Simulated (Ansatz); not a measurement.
# Ni: the cost of one run

Program: Ansatz 0.2.0. Level of theory: DFT PBEsol, scalar-relativistic, plane waves, PAW. These are calculated values, not measurements.

### 1 The structure to begin with

It takes space group Fd-3m (No. 227, cubic). Conventional cell: a = 4.592 Å, b = 4.592 Å, c = 4.592 Å, α = 90.00°, β = 90.00°, γ = 90.00°. Ni (site symmetry -43m) is surrounded by 4 Ni at 1.99 Å.

As a file:

```
CELL_PARAMETERS angstrom
0.00000 2.29622 2.29622
2.29622 0.00000 2.29622
2.29622 2.29622 0.00000
ATOMIC_POSITIONS crystal
Ni 0.50000 0.50000 0.50000
Ni 0.75000 0.75000 0.75000
```

This is candidate A: diamond type (Fd-3m, No. 227).

(A quick probe on a coarse mesh, which set the mesh and smearing, is not shown.)

### 3 A loose first relaxation (candidate A)

Contents of input.yaml:

```yaml
crystal:
  lattice:
    - [0.0, 2.2962173274, 2.2962173274]
    - [2.2962173274, 0.0, 2.2962173274]
    - [2.2962173274, 2.2962173274, 0.0]
  atoms:
    - { symbol: Ni, position: [0.5, 0.5, 0.5], spin: 0.81 }
    - { symbol: Ni, position: [0.75, 0.75, 0.75], spin: 0.81 }
basis:
  ecutwfc: 420
kpoints:
  mp_grid: { grid: [6, 6, 6] }
hamiltonian:
  xc: pbesol
scf:
  occupations: { method: gaussian, width: 0.1 }
  lower_state_search: "off"
output:
  forces: true
  stress: true
  eigenvalues: true
  populations: true
magnetization:
  spin_polarized: true
relax:
  adjacent_minimum: "off"
  f_tol: 0.04
  max_steps: 70
  cell: { stress_tol: 0.4 }
```

Q: Estimate wall time and peak memory on 1 thread of an Arm CPU, shared host.

About 23 s, with a peak of 0.33 GiB.
